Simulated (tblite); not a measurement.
# C4H12Cl2OSi2: the cost of one run

The runs use tblite 0.8.0 and PySCF 2.14.0, with density-fitted response routines of our own; the level of theory stands in each step. All values are computed, except where a source is named. Atoms are numbered from 0 throughout.

### 1 The molecule as given

21 atoms, charge 0, multiplicity 1; geometry from: force field or distance geometry start.

Bonds of the start (Å): C0–Si1 1.85, Si1–Si2 2.22, Si1–C3 1.89, C3–O4 1.35, O4–C5 1.34, C5–C6 1.50, C6–Cl7 1.80, C6–Cl8 1.79, C0–H9 1.12, C0–H10 1.10, C0–H11 1.11, Si1–H12 1.49, Si2–H13 1.47, Si2–H14 1.47, Si2–H15 1.49, C3–H16 1.09, C3–H17 1.13, C5–H18 1.15, C5–H19 1.12, C6–H20 1.08.

### 2 Optimising the geometry with GFN2-xTB

What the job is given:

```
{"job": {"kind": "relax", "xc": "GFN2-xTB", "basis": "xTB"}, "charge": 0, "multiplicity": 1}
C      2.669300    -1.562900    -0.270000
Si     1.534700    -0.347700     0.543100
Si     2.000400     1.696700    -0.191900
C     -0.283400    -0.679000     0.127300
O     -0.980500     0.189500     0.895000
C     -2.319800     0.233000     0.942300
C     -2.953700     0.461400    -0.393900
Cl    -4.731700     0.556800    -0.161300
Cl    -2.678600    -0.998900    -1.394200
H      3.381000    -1.005500    -0.925100
H      3.278900    -2.068400     0.496500
H      2.082900    -2.311600    -0.851500
H      1.607800    -0.382000     2.027900
H      3.404200     1.786100    -0.609600
H      1.163300     2.027200    -1.357400
H      1.790400     2.646500     0.933900
H     -0.536200    -1.737700     0.191700
H     -0.413200    -0.372100    -0.947300
H     -2.646100     1.130400     1.579600
H     -2.777200    -0.631100     1.493400
H     -2.601300     1.386100    -0.819600
```

Launch:

```bash
$ OMP_NUM_THREADS=1 python probes_run.py task.json out
```

The driver reads the jobs from task.json and runs them one after another.

Q: Estimate the wall time of this first job on 1 thread of Arm Neoverse N1, shared host.

About 3.6 s.
